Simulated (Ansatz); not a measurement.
**CH7BOSi: how energies converge with the basis set**

The task here is to estimate one member of a computed series from the others.

The runs use Ansatz 0.2.0, Gaussian basis; one geometry, several basis sets.

Levels to be run: PBE0-D4/def2-SVP; ωB97M-V/def2-SVP; PBE0-D4/def2-QZVPP; ωB97M-V/def2-QZVPP; the functionals' def2-TZVPP values are taken from earlier runs.

## The geometry

An earlier PBE0-D4 in a triple-zeta def2 set relaxation fixed the geometry.

11 atoms, charge 0, spin multiplicity 1.

Atoms are counted from 1 here; the program's logs count them from 0.

Bond lengths: O1–C2 1.411 Å, O1–H5 0.960 Å, C2–B3 1.547 Å, C2–H6 1.107 Å, C2–H7 1.107 Å, B3–Si4 2.017 Å, B3–H8 1.197 Å, Si4–H9 1.491 Å, Si4–H10 1.491 Å, Si4–H11 1.491 Å. Angles: C2–O1–H5 108.9°, O1–C2–B3 114.8°, O1–C2–H6 112.1°, O1–C2–H7 112.1°, B3–C2–H6 106.8°, B3–C2–H7 106.8°, H6–C2–H7 103.5°, C2–B3–Si4 120.7°, C2–B3–H8 120.1°, Si4–B3–H8 119.2°, B3–Si4–H9 113.8°, B3–Si4–H10 109.9°, B3–Si4–H11 109.7°, H9–Si4–H10 107.9°, H9–Si4–H11 107.9°, H10–Si4–H11 107.5°.

The first run:

Input file in.yaml:

```yaml
crystal:
  periodic: [false, false, false]
  atoms:
    - {symbol: O, position_ang: [-0.815837, 1.879742, -1.401239]}
    - {symbol: C, position_ang: [-0.395520, 1.119073, -0.290021]}
    - {symbol: B, position_ang: [0.013379, -0.336570, -0.618368]}
    - {symbol: Si, position_ang: [0.639563, -1.584435, 0.836878]}
    - {symbol: H, position_ang: [-1.047003, 2.762990, -1.104068]}
    - {symbol: H, position_ang: [-1.174874, 1.063286, 0.494858]}
    - {symbol: H, position_ang: [0.464190, 1.583468, 0.231091]}
    - {symbol: H, position_ang: [-0.041816, -0.734984, -1.745839]}
    - {symbol: H, position_ang: [0.674596, -0.959585, 2.190123]}
    - {symbol: H, position_ang: [2.010914, -2.079532, 0.524309]}
    - {symbol: H, position_ang: [-0.261993, -2.770552, 0.903075]}
basis:
  gaussian: {orbitals: def2-SVP}
hamiltonian: {xc: pbe0, dispersion: d4}
output: {orbitals: {seedname: orbitals}}
```

On the command line:

```bash
ansatz run in.yaml --threads 2 --pin off --events-out ev --progress --plain --max-ram 4352MiB
```

Steps of the session up to this table: PBE0-D4 in def2-SVP; ωB97M-V in def2-SVP; PBE0-D4 in def2-QZVPP; ωB97M-V in def2-QZVPP.

One table of the session follows, with a row left open; its other results are not shown here.

```
functional       basis  HOMO (eV)  LUMO (eV)
   PBE0-D4    def2-SVP      -7.86      -1.82
   PBE0-D4  def2-TZVPP      -8.16      -1.89
   PBE0-D4  def2-QZVPP      -8.21      -1.91
   ωB97M-V    def2-SVP          ?          ?
   ωB97M-V  def2-TZVPP     -10.45       0.08
   ωB97M-V  def2-QZVPP     -10.46       0.03
```

Estimate the missing values for ωB97M-V, def2-SVP.

As computed: HOMO (eV): -10.29; LUMO (eV): 0.22. In the column «HOMO (eV)» it lies between ωB97M-V, def2-TZVPP (-10.45) and PBE0-D4, def2-QZVPP (-8.21).
